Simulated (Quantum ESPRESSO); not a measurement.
# NbSi (Pm-3m) in Quantum ESPRESSO: further runs

The runs below take NbSi through phonons, with LDA, PBE.

Program: Quantum ESPRESSO 7.5. These are calculated values, not measurements. Logs are shortened: lines on timing, memory, paths and dates and some standing lists are left out, and cuts for length are marked.

## Step 1: The structure

It takes space group Pm-3m (No. 221, cubic). Conventional cell: a = 3.156 Å, b = 3.156 Å, c = 3.156 Å, α = 90.00°, β = 90.00°, γ = 90.00°. Nb (site symmetry m-3m) is surrounded by 8 Si at 2.73 Å. Si (site symmetry m-3m) has 8 Nb at 2.73 Å as nearest neighbours.

The cell was built by a generator and needn't be a form met in nature.

## Step 2: Phonons, LDA

pw.in

```
&CONTROL
  calculation = 'scf'
  prefix = 'pwscf'
  outdir = './tmp'
  pseudo_dir = './pseudo'
  tprnfor = .true.
  tstress = .true.
  disk_io = 'low'
/
&SYSTEM
  ibrav = 0
  nat = 2
  ntyp = 2
  ecutwfc = 45
  ecutrho = 360
  nbnd = 15
  occupations = 'smearing'
  smearing = 'mv'
  degauss = 0.01469973
/
&ELECTRONS
  conv_thr = 4d-10
  electron_maxstep = 120
  mixing_beta = 0.5
/
ATOMIC_SPECIES
Nb    92.9064 nb_lda_v1.uspp.F.UPF
Si    28.0850 si_lda_v1.uspp.F.UPF
CELL_PARAMETERS angstrom
   3.1564400000    0.0000000000    0.0000000000
   0.0000000000    3.1564400000    0.0000000000
   0.0000000000    0.0000000000    3.1564400000
ATOMIC_POSITIONS crystal
Nb     0.0000000000    0.0000000000    0.0000000000
Si     0.5000000000    0.5000000000    0.5000000000
K_POINTS automatic
8 8 8 0 0 0
```

relax.in

```
&CONTROL
  calculation = 'vc-relax'
  prefix = 'pwscf'
  outdir = './tmp'
  pseudo_dir = './pseudo'
  tprnfor = .true.
  tstress = .true.
  disk_io = 'low'
  nstep = 40
  forc_conv_thr = 0.0001
  etot_conv_thr = 1d-06
/
&SYSTEM
  ibrav = 0
  nat = 2
  ntyp = 2
  ecutwfc = 45
  ecutrho = 360
  nbnd = 15
  occupations = 'smearing'
  smearing = 'mv'
  degauss = 0.01469973
/
&ELECTRONS
  conv_thr = 4d-10
  electron_maxstep = 120
  mixing_beta = 0.5
/
&IONS
  ion_dynamics = 'bfgs'
/
&CELL
  cell_dynamics = 'bfgs'
  press = 0
  press_conv_thr = 0.2
/
ATOMIC_SPECIES
Nb    92.9064 nb_lda_v1.uspp.F.UPF
Si    28.0850 si_lda_v1.uspp.F.UPF
CELL_PARAMETERS angstrom
   3.1564400000    0.0000000000    0.0000000000
   0.0000000000    3.1564400000    0.0000000000
   0.0000000000    0.0000000000    3.1564400000
ATOMIC_POSITIONS crystal
Nb     0.0000000000    0.0000000000    0.0000000000
Si     0.5000000000    0.5000000000    0.5000000000
K_POINTS automatic
8 8 8 0 0 0
```

scf2.in

```
&CONTROL
  calculation = 'scf'
  prefix = 'pwscf'
  outdir = './tmp'
  pseudo_dir = './pseudo'
  tprnfor = .true.
  tstress = .true.
  disk_io = 'low'
/
&SYSTEM
  ibrav = 0
  nat = 2
  ntyp = 2
  ecutwfc = 45
  ecutrho = 360
  nbnd = 15
  occupations = 'smearing'
  smearing = 'mv'
  degauss = 0.01469973
/
&ELECTRONS
  conv_thr = 1d-13
  electron_maxstep = 120
  mixing_beta = 0.5
  startingpot = 'file'
  startingwfc = 'file'
/
ATOMIC_SPECIES
Nb    92.9064 nb_lda_v1.uspp.F.UPF
Si    28.0850 si_lda_v1.uspp.F.UPF
CELL_PARAMETERS angstrom
   3.1072296085    0.0000000000    0.0000000000
   0.0000000000    3.1072296085    0.0000000000
   0.0000000000    0.0000000000    3.1072296085
ATOMIC_POSITIONS crystal
Nb     0.0000000000    0.0000000000    0.0000000000
Si     0.5000000000    0.5000000000    0.5000000000
K_POINTS automatic
8 8 8 0 0 0
```

ph.in

```
phonons of NbSi
&INPUTPH
  prefix = 'pwscf'
  outdir = './tmp'
  tr2_ph = 1d-18
  fildyn = 'dyn'
  niter_ph = 90
  alpha_mix(1) = 0.4
/
0.0000000000 0.0000000000 0.0000000000
```

dynmat.in

```
&INPUT
  fildyn = 'dyn'
  asr = 'crystal'
  filout = 'dynmat.disp'
  fileig = 'dynmat.eig'
/
```

Potentials or basis: GBRV 1.5 LDA.

Command:

```
$ OMP_NUM_THREADS=1 pw.x -in pw.in > pw.out
$ OMP_NUM_THREADS=1 pw.x -in relax.in > relax.out
$ OMP_NUM_THREADS=1 pw.x -in scf2.in > scf2.out
$ OMP_NUM_THREADS=1 ph.x -in ph.in > ph.out
$ OMP_NUM_THREADS=1 dynmat.x -in dynmat.in > dynmat.out
```

pw.out:

```text
This program is part of the open-source Quantum ESPRESSO suite
     for quantum simulation of materials; please cite
[... 9 lines left out ...]
     --------------------
     sticks:   dense  smooth     PW     G-vecs:    dense   smooth      PW
     Sum        1009     509    169                24405     8709    1575

     Using Slab Decomposition

     bravais-lattice index     =            0
     lattice parameter (alat)  =       5.9648  a.u.
     unit-cell volume          =     212.2214 (a.u.)^3
     number of atoms/cell      =            2
     number of atomic types    =            2
     number of electrons       =        17.00
     number of Kohn-Sham states=           15
     kinetic-energy cutoff     =      45.0000  Ry
     charge density cutoff     =     360.0000  Ry
     scf convergence threshold =      4.0E-10
     mixing beta               =       0.5000
     number of iterations used =            8  plain     mixing
     Exchange-correlation= SLA  PZ   NOGX NOGC
                           (   1   1   0   0   0   0   0)

     celldm(1)=   5.964807  celldm(2)=   0.000000  celldm(3)=   0.000000
     celldm(4)=   0.000000  celldm(5)=   0.000000  celldm(6)=   0.000000

     crystal axes: (cart. coord. in units of alat)
               a(1) = (   1.000000   0.000000   0.000000 )
               a(2) = (   0.000000   1.000000   0.000000 )
               a(3) = (   0.000000   0.000000   1.000000 )

     reciprocal axes: (cart. coord. in units 2 pi/alat)
               b(1) = (  1.000000  0.000000  0.000000 )
               b(2) = (  0.000000  1.000000  0.000000 )
               b(3) = (  0.000000  0.000000  1.000000 )

     PseudoPot. # 1 for Nb read from file:
     nb_lda_v1.uspp.F.UPF
     Pseudo is Ultrasoft + core correction, Zval = 13.0
     Generated by new atomic code, or converted to UPF format
     Using radial grid of  887 points,  6 beta functions with:
                l(1) =   0
                l(2) =   0
                l(3) =   1
                l(4) =   1
                l(5) =   2
                l(6) =   2
     Q(r) pseudized with  6 coefficients,  rinner =    1.000   1.000   1.000
                                                       1.000   1.000

     PseudoPot. # 2 for Si read from file:
     si_lda_v1.uspp.F.UPF
     Pseudo is Ultrasoft + core correction, Zval =  4.0
     Generated by new atomic code, or converted to UPF format
     Using radial grid of  899 points,  6 beta functions with:
                l(1) =   0
                l(2) =   0
                l(3) =   1
                l(4) =   1
                l(5) =   2
                l(6) =   2
     Q(r) pseudized with  8 coefficients,  rinner =    0.900   0.900   0.900
                                                       0.900   0.900

     atomic species   valence    mass     pseudopotential
     Nb               13.00    92.90640     Nb( 1.00)
     Si                4.00    28.08500     Si( 1.00)

     48 Sym. Ops., with inversion, found

   Cartesian axes

     site n.     atom                  positions (alat units)
         1        Nb     tau(   1) = (   0.0000000   0.0000000   0.0000000  )
         2        Si     tau(   2) = (   0.5000000   0.5000000   0.5000000  )

     number of k points=    35  Marzari-Vanderbilt smearing, width (Ry)=  0.0147
                       cart. coord. in units 2pi/alat
        k(    1) = (   0.0000000   0.0000000   0.0000000), wk =   0.0039062
        k(    2) = (   0.0000000   0.0000000   0.1250000), wk =   0.0234375
        k(    3) = (   0.0000000   0.0000000   0.2500000), wk =   0.0234375
        k(    4) = (   0.0000000   0.0000000   0.3750000), wk =   0.0234375
        k(    5) = (   0.0000000   0.0000000  -0.5000000), wk =   0.0117188
        k(    6) = (   0.0000000   0.1250000   0.1250000), wk =   0.0468750
[... 27 lines left out ...]
        k(   34) = (   0.3750000  -0.5000000  -0.5000000), wk =   0.0234375
        k(   35) = (  -0.5000000  -0.5000000  -0.5000000), wk =   0.0039062

     Dense  grid:    24405 G-vectors     FFT dimensions: (  40,  40,  40)

     Smooth grid:     8709 G-vectors     FFT dimensions: (  25,  25,  25)

     Initial potential from superposition of free atoms

     starting charge      16.9972, renormalised to      17.0000
     Starting wfcs are   17 randomized atomic wfcs

     Self-consistent Calculation

     iteration #  1     ecut=    45.00 Ry     beta= 0.50
     Davidson diagonalization with overlap
     ethr =  1.00E-02,  avg # of iterations =  4.6

     total energy              =    -127.67522755 Ry
     estimated scf accuracy    <       0.22837834 Ry

     iteration #  2     ecut=    45.00 Ry     beta= 0.50
     Davidson diagonalization with overlap
     ethr =  1.34E-03,  avg # of iterations =  2.1

     total energy              =    -127.73886317 Ry
     estimated scf accuracy    <       0.09772970 Ry

     iteration #  3     ecut=    45.00 Ry     beta= 0.50
     Davidson diagonalization with overlap
     ethr =  5.75E-04,  avg # of iterations =  1.2
[... 22 lines left out ...]
     total energy              =    -127.75593451 Ry
     estimated scf accuracy    <       0.00000014 Ry

     iteration #  7     ecut=    45.00 Ry     beta= 0.50
     Davidson diagonalization with overlap
     ethr =  7.98E-10,  avg # of iterations =  4.1

     total energy              =    -127.75593483 Ry
     estimated scf accuracy    <       0.00000002 Ry

     iteration #  8     ecut=    45.00 Ry     beta= 0.50
     Davidson diagonalization with overlap
     ethr =  1.08E-10,  avg # of iterations =  2.1

     End of self-consistent calculation

          k = 0.0000 0.0000 0.0000 (  1045 PWs)   bands (ev):

   -39.4838 -15.4551 -15.4551 -15.4551   3.9751  12.3591  12.3591  17.2279
    17.2279  17.2279  17.4652  17.4652  17.4652  24.2740  25.1858

          k = 0.0000 0.0000 0.1250 (  1077 PWs)   bands (ev):

   -39.4786 -15.5215 -15.4492 -15.4492   4.2441  12.2400  12.4923  15.9696
    15.9696  16.9933  17.2909  18.8635  18.8635  24.2148  24.7072

          k = 0.0000 0.0000 0.2500 (  1077 PWs)   bands (ev):

   -39.4659 -15.6785 -15.4346 -15.4346   5.0078  11.3961  12.8502  14.8674
    14.8674  17.0405  17.4496  20.4400  20.4400  22.4707  24.8720

          k = 0.0000 0.0000 0.3750 (  1088 PWs)   bands (ev):

   -39.4531 -15.8316 -15.4200 -15.4200   6.1388   9.8521  13.2792  14.1523
    14.1523  17.6188  18.2573  21.0445  22.0966  22.0966  24.6208
[... 38 lines left out ...]
   -39.4304 -15.8586 -15.6218 -15.3943   7.0557   9.9024  12.8001  13.9370
    14.4658  16.2572  18.9304  20.7516  21.5535  21.7471  23.1859

          k = 0.0000 0.3750 0.3750 (  1083 PWs)   bands (ev):

   -39.4232 -15.7788 -15.7703 -15.3862   6.9089  10.9614  12.2153  13.9860
    15.0247  15.5353  18.7203  19.7200  20.7113  21.6216  25.0765

          k = 0.0000 0.3750-0.5000 (  1082 PWs)   bands (ev):

   -39.4181 -15.8334 -15.7647 -15.3804   7.0317  11.1023  12.3214  13.6373
    15.0040  15.5496  18.9686  19.8529  20.2281  21.3871  25.0550

          k = 0.0000-0.5000-0.5000 (  1092 PWs)   bands (ev):

   -39.4130 -15.8230 -15.8230 -15.3747   7.0144  12.1703  12.1703  12.8122
    15.2951  15.2951  19.1692  19.5115  19.6530  21.5016  26.9606

          k = 0.1250 0.1250 0.1250 (  1090 PWs)   bands (ev):

   -39.4682 -15.5168 -15.5039 -15.5039   4.7467  12.4396  12.4396  14.5346
    15.7779  15.7779  18.8754  18.8754  19.4055  24.9997  24.9997

          k = 0.1250 0.1250 0.2500 (  1078 PWs)   bands (ev):

   -39.4555 -15.6626 -15.4955 -15.4883   5.4343  11.6788  12.6740  14.2574
    14.6750  16.1364  18.2377  20.1052  20.4384  23.7095  25.2208

          k = 0.1250 0.1250 0.3750 (  1079 PWs)   bands (ev):

   -39.4429 -15.8125 -15.4792 -15.4727   6.4107  10.2234  12.8855  14.0265
    14.4458  16.4714  18.5836  20.6209  21.6006  23.0708  24.0333
[... 18 lines left out ...]
   -39.4254 -15.8491 -15.6146 -15.4542   7.1687  10.1001  12.2145  14.1928
    15.0098  15.7795  19.0496  19.1850  22.2092  22.3159  24.6011

          k = 0.1250 0.3750 0.3750 (  1087 PWs)   bands (ev):

   -39.4182 -15.7702 -15.7620 -15.4456   7.0764  11.0273  11.8279  13.9404
    15.2269  15.8109  18.2085  19.0125  21.2464  22.3908  25.6131

          k = 0.1250 0.3750-0.5000 (  1080 PWs)   bands (ev):

   -39.4131 -15.8245 -15.7564 -15.4393   7.2190  11.0654  11.7811  13.7861
    15.5711  15.8031  17.7130  19.1269  21.5883  21.8722  25.5136

          k = 0.1250-0.5000-0.5000 (  1068 PWs)   bands (ev):

   -39.4080 -15.8142 -15.8142 -15.4330   7.2305  11.6584  11.6584  13.3081
    15.9250  15.9250  17.0979  19.1899  21.5005  21.5793  26.4145

          k = 0.2500 0.2500 0.2500 (  1069 PWs)   bands (ev):

   -39.4307 -15.6383 -15.6163 -15.6163   6.4859  11.8910  11.8910  13.4826
    15.1235  15.1235  18.7832  20.3127  20.3127  23.4118  26.0750

          k = 0.2500 0.2500 0.3750 (  1077 PWs)   bands (ev):

   -39.4184 -15.7678 -15.6108 -15.5984   7.1079  11.0132  11.5411  14.2697
    14.9736  15.7500  17.7260  19.6618  21.7168  23.3491  24.6685

          k = 0.2500 0.2500-0.5000 (  1078 PWs)   bands (ev):

   -39.4133 -15.8261 -15.6028 -15.5909   7.4553  10.4966  11.3912  14.9653
    15.1271  15.6683  17.2537  19.4460  22.6465  23.5742  23.7389

          k = 0.2500 0.3750 0.3750 (  1072 PWs)   bands (ev):

   -39.4062 -15.7493 -15.7419 -15.5864   7.5420  10.8883  11.0982  14.3669
    15.4669  16.2804  16.6007  19.8017  21.6485  23.1906  24.6935

          k = 0.2500 0.3750-0.5000 (  1072 PWs)   bands (ev):

   -39.4011 -15.8029 -15.7364 -15.5791   7.7530  10.7445  10.9096  14.7687
    15.1541  16.2743  16.9503  19.4544  22.0420  22.7510  24.8039

          k = 0.2500-0.5000-0.5000 (  1064 PWs)   bands (ev):

   -39.3960 -15.7932 -15.7932 -15.5718   7.8728  10.7984  10.7984  14.6455
    14.7191  17.1436  17.1436  19.2403  21.3893  22.6576  25.1705

          k = 0.3750 0.3750 0.3750 (  1070 PWs)   bands (ev):

   -39.3941 -15.7310 -15.7217 -15.7217   8.1530  10.5207  10.5207  13.8917
    16.3255  16.6247  16.6247  20.8744  20.8744  23.6933  24.1255

          k = 0.3750 0.3750-0.5000 (  1072 PWs)   bands (ev):

   -39.3890 -15.7812 -15.7191 -15.7133   8.4907  10.3089  10.3319  13.3419
    16.5345  16.7495  17.8853  19.6838  21.7100  23.0883  23.7393

          k = 0.3750-0.5000-0.5000 (  1072 PWs)   bands (ev):

   -39.3840 -15.7721 -15.7721 -15.7078   8.9116  10.1609  10.1609  12.4704
    16.8061  18.3263  18.3263  19.2914  20.7687  23.1072  23.8658

          k =-0.5000-0.5000-0.5000 (  1064 PWs)   bands (ev):

   -39.3790 -15.7633 -15.7633 -15.7633   9.9325   9.9325   9.9325  11.0643
    18.8981  18.8981  18.8981  19.3129  19.3129  23.2329  23.2329

     the Fermi energy is    14.9779 ev

!    total energy              =    -127.75593483 Ry
     estimated scf accuracy    <          9.7E-11 Ry
     smearing contrib. (-TS)   =      -0.00003964 Ry
     internal energy E=F+TS    =    -127.75589519 Ry

     The total energy is F=E-TS. E is the sum of the following terms:
     one-electron contribution =     -23.08732362 Ry
     hartree contribution      =      20.05101293 Ry
     xc contribution           =     -22.73785040 Ry
     ewald contribution        =    -101.98173410 Ry

     convergence has been achieved in   8 iterations

     Forces acting on atoms (cartesian axes, Ry/au):

     atom    1 type  1   force =     0.00000000    0.00000000    0.00000000
     atom    2 type  2   force =     0.00000000    0.00000000    0.00000000

     Total force =     0.000000     Total SCF correction =     0.000000

     Computing stress (Cartesian axis) and pressure

          total   stress  (Ry/bohr**3)                   (kbar)     P=      -81.79
  -0.00055601   0.00000000   0.00000000          -81.79        0.00        0.00
   0.00000000  -0.00055601   0.00000000            0.00      -81.79        0.00
   0.00000000   0.00000000  -0.00055601            0.00        0.00      -81.79

=------------------------------------------------------------------------------=
   JOB DONE.
=------------------------------------------------------------------------------=
```

It took 2.4 min on 1 thread of Arm Neoverse V2, shared host; peak memory 0.12 GiB.

Results:

```yaml
Free_energy: -1738.2449 eV
Relaxed_volume: 15.00 Å³/atom
Relaxed_cell: a = 3.107 Å, b = 3.107 Å, c = 3.107 Å, α = 90.00°, β = 90.00°, γ = 90.00°
Space_group_after_relaxing_to_0.05_Å: Pm-3m (No. 221)
Pressure_after_relaxing: 0.0 GPa
Band_gap_on_the_k_mesh: none (metal or under the smearing width)
Highest_phonon_frequency_at_Γ: 278 cm⁻¹
```

The path:
| step | energy change (eV) | largest force (eV/Å) | pressure (GPa) | volume (Å³) |
| --- | --- | --- | --- | --- |
| 1 | 0.0000 | 0.0000 | -8.18 | 31.45 |
| 2 | -0.0379 | 0.0000 | -0.98 | 30.15 |
| 3 | -0.0384 | 0.0000 | 0.08 | 29.99 |
| 4 | -0.0384 | 0.0000 | 0.00 | 30.00 |

Final structure:
```
Nb Si
1.0
     3.10723    0.00000    0.00000
     0.00000    3.10723    0.00000
     0.00000    0.00000    3.10723
Nb Si
1 1
Direct
  0.00000 0.00000 0.00000
  0.50000 0.50000 0.50000
```

Phonon frequencies in cm⁻¹ (negative: imaginary):
| q point | frequencies |
| --- | --- |
| (0.000, 0.000, 0.000) | -7 -7 -7 278 278 278 |

Optical modes at Γ, degenerate ones joined:
```
cm⁻¹  components  symmetry  active in
 278           3       T1u         IR
```

Caveat: the mesh is thin for the phonons of a metal.

[end of part 1 of 2]
